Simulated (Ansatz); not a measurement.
# BH₅NSn+ (SMILES N[BH][SnH2+]): one structure at several levels

The atoms stand at a structure displaced at random from a GFN2-xTB minimum. How far do the functionals agree with CCSD(T) there?

Computed with Ansatz 0.2.0, Gaussian basis. Level: single points in def2-TZVPP.

Cores are frozen in the correlated methods. Filled d shells of the heavier atoms are correlated. Core potentials replace the inner electrons past krypton, and spin-orbit coupling is left out.

### 1 Where the work starts

8 atoms, charge 1, spin multiplicity 1.

Atoms are counted from 1 here; the program's logs count them from 0.

Bond lengths: N1–B2 1.439 Å, N1–H4 0.922 Å, N1–H5 1.181 Å, B2–Sn3 2.367 Å, B2–H6 1.132 Å, Sn3–H7 1.721 Å, Sn3–H8 1.764 Å. Angles: B2–N1–H4 140.2°, B2–N1–H5 112.8°, H4–N1–H5 107.0°, N1–B2–Sn3 111.6°, N1–B2–H6 132.2°, Sn3–B2–H6 111.6°, B2–Sn3–H7 134.1°, B2–Sn3–H8 125.9°, H7–Sn3–H8 98.0°.

Geometry (Å):

```
N    -1.0861    0.9013   -0.6868
B     0.2226    0.9230   -0.0900
Sn    0.8226   -1.1988    0.7718
H    -1.7517    0.3044   -0.9138
H    -1.4801    1.9800   -0.9641
H     0.8253    1.7522    0.3891
H     2.1023   -1.7666    1.7728
H     0.2869   -2.7589    0.1474
```

### 2 CCSD(T)/def2-TZVPP

run/in.yaml reads:

```yaml
crystal:
  periodic: [false, false, false]
  atoms:
    - {symbol: N, position_ang: [-1.086100, 0.901300, -0.686800]}
    - {symbol: B, position_ang: [0.222600, 0.923000, -0.090000]}
    - {symbol: Sn, position_ang: [0.822600, -1.198800, 0.771800]}
    - {symbol: H, position_ang: [-1.751700, 0.304400, -0.913800]}
    - {symbol: H, position_ang: [-1.480100, 1.980000, -0.964100]}
    - {symbol: H, position_ang: [0.825300, 1.752200, 0.389100]}
    - {symbol: H, position_ang: [2.102300, -1.766600, 1.772800]}
    - {symbol: H, position_ang: [0.286900, -2.758900, 0.147400]}
basis:
  gaussian: {orbitals: def2-TZVPP}
total_charge: 1
correlation: {method: ccsd_t}
output: {forces: true}
```

The command line of these runs was not kept.

### 3 PBE0-D4/def2-TZVPP

Changes to run/in.yaml since step 2:

```diff
@@ -14,3 +14,3 @@
 total_charge: 1
-correlation: {method: ccsd_t}
-output: {forces: true}
+hamiltonian: {xc: pbe0, dispersion: d4}
+output: {forces: true, orbitals: {seedname: orbitals}}
```

### 4 wB97M-V/def2-TZVPP

Changes to run/in.yaml since step 3:

```diff
@@ -14,3 +14,3 @@
 total_charge: 1
-hamiltonian: {xc: pbe0, dispersion: d4}
-output: {forces: true, orbitals: {seedname: orbitals}}
+hamiltonian: {xc: {name: wB97M-V}}
+output: {forces: true}
```

### 5 r2SCAN-D4/def2-TZVPP

Changes to run/in.yaml since step 4:

```diff
@@ -14,3 +14,3 @@
 total_charge: 1
-hamiltonian: {xc: {name: wB97M-V}}
+hamiltonian: {xc: r2scan, dispersion: d4}
 output: {forces: true}
```

### 6 PBE-D4/def2-TZVPP

Changes to run/in.yaml since step 5:

```diff
@@ -14,3 +14,3 @@
 total_charge: 1
-hamiltonian: {xc: r2scan, dispersion: d4}
+hamiltonian: {xc: pbe, dispersion: d4}
 output: {forces: true}
```

### 7 BHLYP-D4/def2-TZVPP

Changes to run/in.yaml since step 6:

```diff
@@ -14,3 +14,3 @@
 total_charge: 1
-hamiltonian: {xc: pbe, dispersion: d4}
+hamiltonian: {xc: {name: BHLYP}, dispersion: d4}
 output: {forces: true}
```

### 8 wB97X-V/def2-TZVPP

Changes to run/in.yaml since step 7:

```diff
@@ -14,3 +14,3 @@
 total_charge: 1
-hamiltonian: {xc: {name: BHLYP}, dispersion: d4}
+hamiltonian: {xc: {name: wB97X-V}}
 output: {forces: true}
```

(Steps that only read results are left out.)

**Question.** What will these runs give? Wanted: energy less free atoms, CCSD(T)/def2-TZVPP; RMS force component; RMS force error; HOMO and LUMO, PBE0-D4; T1 diagnostic.

**Answer**, as computed:

| quantity | value |
| --- | --- |
| energy less free atoms, CCSD(T)/def2-TZVPP | -1555.9 kJ/mol |
| RMS force component | 2.647 to 2.732 eV/Å over the methods |
| RMS force error | PBE0-D4 0.145, wB97M-V 0.121, r2SCAN-D4 0.109, PBE-D4 0.195, BHLYP-D4 0.234, wB97X-V 0.106 eV/Å |
| HOMO and LUMO, PBE0-D4 | -13.28 and -8.58 eV |
| T1 diagnostic | 0.016 |

Against CCSD(T) the functionals' energies less atoms differ by -108.0 to -13.4 kJ/mol, PBE-D4 by -108.0 kJ/mol. A larger basis would deepen the CCSD(T) value, while the functionals are nearly converged already, so the order here is not reliable. The forces of wB97X-V come nearest to CCSD(T), those of BHLYP-D4 are farthest. Frozen-core CCSD(T) forces in triple zeta carry basis errors of their own, and this is one geometry, so small gaps rank nothing.
